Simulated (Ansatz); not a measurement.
# TaAgO2: the cost of one run

Computed with Ansatz 0.2.0 (DFT PBE+U (U = 4 eV, J = 0.9 eV on Ta d), plane waves, PAW, no spin–orbit coupling unless a run says so, unless a step's input says otherwise).

**1. Starting point**

It takes space group R-3m (No. 166, trigonal). The conventional cell has a = 3.156 Å, b = 3.156 Å, c = 17.184 Å, α = 90.00°, β = 90.00°, γ = 120.00°. Ag (site symmetry -3m) has 6 O at 2.50 Å in its first shell of neighbours. Ta (site symmetry -3m) has 6 O at 2.15 Å in its first shell of neighbours. O (site symmetry 3m) is surrounded by 3 Ta at 2.15 Å and 3 Ag at 2.50 Å.

As a file:

```cif
data_structure
_symmetry_space_group_name_H-M 'P 1'
_symmetry_Int_Tables_number 1
_cell_length_a 6.0107
_cell_length_b 6.0107
_cell_length_c 6.0107
_cell_angle_alpha 30.436
_cell_angle_beta 30.436
_cell_angle_gamma 30.436
_cell_volume 49.40
loop_
_atom_site_label
_atom_site_type_symbol
_atom_site_fract_x
_atom_site_fract_y
_atom_site_fract_z
_atom_site_occupancy
Ag1 Ag 0.50000 0.50000 0.50000 1
Ta1 Ta 0.00000 0.00000 0.00000 1
O1 O 0.26670 0.26670 0.26670 1
O2 O 0.73330 0.73330 0.73330 1
```

Magnetic order typed: ferromagnetic.

**2. From atoms, symmetry kept, no search**

Input file input.yaml:

```yaml
crystal:
  lattice:
    - [1.57779101, 0.91093807, 5.72798346]
    - [-1.57779101, 0.91093807, 5.72798346]
    - [0.0, -1.82187613, 5.72798346]
  atoms:
    - { symbol: Ag, position: [0.5, 0.5, 0.5] }
    - { symbol: Ta, position: [0.0, 0.0, 0.0], spin: 2.0 }
    - { symbol: O, position: [0.2667, 0.2667, 0.2667] }
    - { symbol: O, position: [0.7333, 0.7333, 0.7333] }
basis:
  ecutwfc: 420
  ecutrho_ratio: 4
kpoints:
  mp_grid: { grid: [7, 7, 7] }
hamiltonian:
  xc: pbe
  hubbard: { sites: [{ site: 1, l: d, u: 4.0, j: 0.9 }] }
scf:
  occupations: { method: gaussian, width: 0.05 }
  lower_state_search: "off"
  max_iter: 150
output:
  forces: true
  stress: true
  eigenvalues: true
  populations: true
  hubbard: { sites: [{ site: 1, l: d }] }
magnetization:
  spin_polarized: true
```

Run with:

```
$ ansatz run input.yaml --threads 2 --pin off --max-ram 3072MiB --backend cpu --events-out ev --progress --plain --runs-dir out
```

Q: Estimate wall time and peak memory on 2 threads of Arm Neoverse N1, shared host.

About 18 s, with a peak of 0.46 GiB.
